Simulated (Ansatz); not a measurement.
# CH3BSe: functionals against CCSD(T) at one geometry

How do the functionals fare away from a minimum? The structure is a structure displaced at random from a GFN2-xTB minimum.

Program: Ansatz 0.2.0, Gaussian basis. Level of theory: single points in def2-TZVPP. These are calculated values, not measurements.

Correlated methods freeze the cores. Filled d shells of the heavier atoms are correlated.

## 1. The system as given

SMILES `B1C[Se]1`, 6 atoms, charge 0, spin multiplicity 1.

Atoms are counted from 1 here; the program's logs count them from 0.

Bond lengths: B1–C2 1.558 Å, B1–Se3 1.824 Å, B1–H4 1.114 Å, C2–Se3 2.039 Å, C2–H5 1.069 Å, C2–H6 1.042 Å. Angles: C2–B1–Se3 73.7°, C2–B1–H4 142.7°, Se3–B1–H4 143.5°, B1–C2–Se3 59.1°, B1–C2–H5 118.6°, B1–C2–H6 123.4°, Se3–C2–H5 111.2°, Se3–C2–H6 110.7°, H5–C2–H6 116.5°, B1–Se3–C2 47.2°.

Geometry (Å):

```
B    -0.5597   -0.6505   -0.3172
C     0.2246    0.6129    0.1485
Se    0.9568   -1.2594    0.4919
H    -1.5041   -0.9755   -0.8109
H     0.8219    1.1370   -0.5667
H     0.0372    1.1061    1.0476
```

## 2. CCSD(T)/def2-TZVPP

File run/in.yaml:

```yaml
crystal:
  periodic: [false, false, false]
  atoms:
    - {symbol: B, position_ang: [-0.559700, -0.650500, -0.317200]}
    - {symbol: C, position_ang: [0.224600, 0.612900, 0.148500]}
    - {symbol: Se, position_ang: [0.956800, -1.259400, 0.491900]}
    - {symbol: H, position_ang: [-1.504100, -0.975500, -0.810900]}
    - {symbol: H, position_ang: [0.821900, 1.137000, -0.566700]}
    - {symbol: H, position_ang: [0.037200, 1.106100, 1.047600]}
basis:
  gaussian: {orbitals: def2-TZVPP}
correlation: {method: ccsd_t}
output: {forces: true}
```

No record of the launch command was kept for these runs.

## 3. PBE0-D4/def2-TZVPP

Changes to run/in.yaml since step 2:

```diff
@@ -11,3 +11,3 @@
   gaussian: {orbitals: def2-TZVPP}
-correlation: {method: ccsd_t}
-output: {forces: true}
+hamiltonian: {xc: pbe0, dispersion: d4}
+output: {forces: true, orbitals: {seedname: orbitals}}
```

## 4. wB97M-V/def2-TZVPP

Changes to run/in.yaml since step 3:

```diff
@@ -11,3 +11,3 @@
   gaussian: {orbitals: def2-TZVPP}
-hamiltonian: {xc: pbe0, dispersion: d4}
-output: {forces: true, orbitals: {seedname: orbitals}}
+hamiltonian: {xc: {name: wB97M-V}}
+output: {forces: true}
```

## 5. r2SCAN-D4/def2-TZVPP

Changes to run/in.yaml since step 4:

```diff
@@ -11,3 +11,3 @@
   gaussian: {orbitals: def2-TZVPP}
-hamiltonian: {xc: {name: wB97M-V}}
+hamiltonian: {xc: r2scan, dispersion: d4}
 output: {forces: true}
```

## 6. PBE-D4/def2-TZVPP

Changes to run/in.yaml since step 5:

```diff
@@ -11,3 +11,3 @@
   gaussian: {orbitals: def2-TZVPP}
-hamiltonian: {xc: r2scan, dispersion: d4}
+hamiltonian: {xc: pbe, dispersion: d4}
 output: {forces: true}
```

## 7. HSE06-D4/def2-TZVPP

Changes to run/in.yaml since step 6:

```diff
@@ -11,3 +11,3 @@
   gaussian: {orbitals: def2-TZVPP}
-hamiltonian: {xc: pbe, dispersion: d4}
+hamiltonian: {xc: hse06, dispersion: d4}
 output: {forces: true}
```

## 8. r2SCAN0-D4/def2-TZVPP

Changes to run/in.yaml since step 7:

```diff
@@ -11,3 +11,3 @@
   gaussian: {orbitals: def2-TZVPP}
-hamiltonian: {xc: hse06, dispersion: d4}
+hamiltonian: {xc: {name: r2SCAN0}, dispersion: d4}
 output: {forces: true}
```

(Steps that only read results are left out.)

Q: Predict the outcome of this session. Wanted: energy less free atoms, CCSD(T)/def2-TZVPP; RMS force component; RMS force error; HOMO and LUMO, PBE0-D4; T1 diagnostic.

The runs gave:

```
                                  quantity                                                                                               value
energy less free atoms, CCSD(T)/def2-TZVPP                                                                                      -2062.1 kJ/mol
                       RMS force component                                                                0.902 to 1.032 eV/Å over the methods
                           RMS force error  PBE0-D4 0.176, wB97M-V 0.148, r2SCAN-D4 0.129, PBE-D4 0.154, HSE06-D4 0.172, r2SCAN0-D4 0.194 eV/Å
                    HOMO and LUMO, PBE0-D4                                                                                  -7.37 and -1.28 eV
                             T1 diagnostic                                                                                               0.015
```

**Reading.** Against CCSD(T) the functionals' energies less atoms differ by -119.0 to -51.4 kJ/mol, PBE-D4 by -119.0 kJ/mol. The reference is not at the basis limit: in triple zeta CCSD(T) underbinds, which counts against methods that bind more; the gaps are no ranking. On forces the order runs from r2SCAN-D4 to r2SCAN0-D4. Frozen-core CCSD(T) forces in triple zeta carry basis errors of their own, and this is one geometry, so small gaps rank nothing.
